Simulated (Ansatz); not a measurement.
# GePH₃ (triplet): from Hartree-Fock to the top rungs at a displaced geometry (v1), cc-pVDZ

An exercise on one series of results from a longer session: the logs are not shown, and one member is left open.

Method: cc-pVDZ, core rule «outside noble gas», up to 19 orbitals frozen; program: Ansatz 0.2.0, Gaussian basis.

The runs, in order: UHF; CCSD(T) on ROHF; CCSD(T) on UHF; BCCD(T) on ROHF; CISD; CCSDT(Q) on ROHF; CCSDT(Q) on UHF.

28 further runs of the same task are left out: 13 that didn't finish, 15 set aside as unsound or not needed.

## The geometry

The geometry is a PBE0/def2-TZVP stationary point (not a proven minimum) with its atoms shifted at random (size 0.040 Å). No spin-orbit coupling is included. The filled d shell of Ge may be among the frozen orbitals whatever the setting's name suggests; the logs give the count.

5 atoms, charge 0, spin multiplicity 3.

Atoms are counted from 1 here; the program's logs count them from 0.

Bond lengths: Ge1–P2 2.313 Å, Ge1–H3 1.492 Å, P2–H4 1.380 Å, P2–H5 1.515 Å. Angles: P2–Ge1–H3 112.9°, Ge1–P2–H4 100.0°, Ge1–P2–H5 101.1°, H4–P2–H5 94.2°.

Geometry (Å):

```xyz
5

Ge    0.00125    0.06370    0.71230
P     0.00042   -0.15821   -1.59016
H     0.04838   -1.24771    1.42169
H     0.98506    0.75128   -1.91931
H    -1.13624    0.76746   -1.97080
```

The first run:

in.yaml reads:

```yaml
crystal:
  periodic: [false, false, false]
  atoms:
    - {symbol: Ge, position_ang: [0.001249, 0.063700, 0.712298]}
    - {symbol: P, position_ang: [0.000416, -0.158210, -1.590164]}
    - {symbol: H, position_ang: [0.048380, -1.247711, 1.421693]}
    - {symbol: H, position_ang: [0.985057, 0.751278, -1.919308]}
    - {symbol: H, position_ang: [-1.136235, 0.767458, -1.970798]}
basis:
  gaussian: {orbitals: cc-pVDZ}
magnetization: {spin_polarized: true, initial_magnetization: 2}
hamiltonian: {xc: hf}
output: {orbitals: {seedname: orbitals}}
```

Launch:

```console
> ansatz run in.yaml --threads 1 --pin off --events-out ev --progress --plain --max-ram 2393MiB
```

Steps of the session up to this table: UHF; CCSD(T) on ROHF; CCSD(T) on UHF; BCCD(T) on ROHF; CISD; CCSDT(Q) on ROHF; CCSDT(Q) on UHF.

One of the session's tables, all rows but one given; the rest of the session is left out.

| method | from UCCSDT(Q) (meV) |
| --- | --- |
| ROHF | +6463.7 |
| UHF | +6367.4 |
| RMP2 | +1302.4 |
| UMP2 | +1288.7 |
| CISD | +775.1 |
| RCCSD | +243.7 |
| UCCSD | +231.4 |
| RCCSD(T) | ? |
| UCCSD(T) | +44.7 |
| BCCD(T) | +52.2 |
| RCCSDT | +20.0 |
| UCCSDT | +11.0 |
| RCCSDT(Q) | +9.1 |
| UCCSDT(Q) | 0 |

**Question.** Estimate the row for RCCSD(T).

**Answer.** from UCCSDT(Q) (meV): +53.9. In the column «from UCCSDT(Q) (meV)» it lies between BCCD(T) (+52.2) and UCCSD (+231.4).

Limits of these values: Restricted and unrestricted rows rest on different reference determinants; where their highest levels disagree by more than a few hundredths of an eV, they describe different states and don't form one ladder.
